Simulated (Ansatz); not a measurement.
**ClHOSn (SMILES [OH][Sn][Cl]): single points off equilibrium**

An exercise on one series of results from a longer session: the logs are not shown, and one member is left open.

The runs use Ansatz 0.2.0, Gaussian basis; single points in def2-TZVPP.

Cores are frozen in the correlated methods. Filled d shells of the heavier atoms are correlated. Core potentials replace the inner electrons past krypton, and spin-orbit coupling is left out.

## The starting structure

4 atoms, charge 0, spin multiplicity 1.

Atoms are counted from 1 here; the program's logs count them from 0.

Bond lengths: O1–Sn2 2.101 Å, O1–H4 0.985 Å, Sn2–Cl3 2.442 Å. Angles: Sn2–O1–H4 133.9°, O1–Sn2–Cl3 96.8°.

Geometry (Å):

```
O    -0.54290    0.56620   -0.67690
Sn   -0.25810   -0.71530    0.96400
Cl    2.17000   -0.89080    0.77540
H    -1.33290    0.99310   -1.08100
```

Set-up of the first run:

Contents of run/in.yaml:

```yaml
crystal:
  periodic: [false, false, false]
  atoms:
    - {symbol: O, position_ang: [-0.542900, 0.566200, -0.676900]}
    - {symbol: Sn, position_ang: [-0.258100, -0.715300, 0.964000]}
    - {symbol: Cl, position_ang: [2.170000, -0.890800, 0.775400]}
    - {symbol: H, position_ang: [-1.332900, 0.993100, -1.081000]}
basis:
  gaussian: {orbitals: def2-TZVPP}
correlation: {method: ccsd_t}
output: {forces: true}
```

No record of the launch command was kept for these runs.

Steps of the session up to this table: CCSD(T)/def2-TZVPP; PBE0-D4/def2-TZVPP; wB97M-V/def2-TZVPP; r2SCAN-D4/def2-TZVPP; PBE-D4/def2-TZVPP; B97M-V/def2-TZVPP; BLYP-D4/def2-TZVPP.

One of the session's tables, all rows but one given; the rest of the session is left out.

```
   method  RMS force component (eV/Å)  angle to CCSD(T) forces (°)  dipole (D)
  CCSD(T)                       0.858                    reference        4.31
  PBE0-D4                       0.832                          4.8        4.32
  wB97M-V                       0.864                          3.6        4.40
r2SCAN-D4                           ?                            ?           ?
   PBE-D4                       0.584                          9.3        4.07
   B97M-V                       0.777                          9.6        4.28
  BLYP-D4                       0.482                         17.9        4.10
```

Q: Estimate the row for r2SCAN-D4 from the others.

The run gave: RMS force component (eV/Å): 0.773; angle to CCSD(T) forces (°): 1.9; dipole (D): 4.17. In the column «RMS force component (eV/Å)» it lies between PBE-D4 (0.584) and B97M-V (0.777).
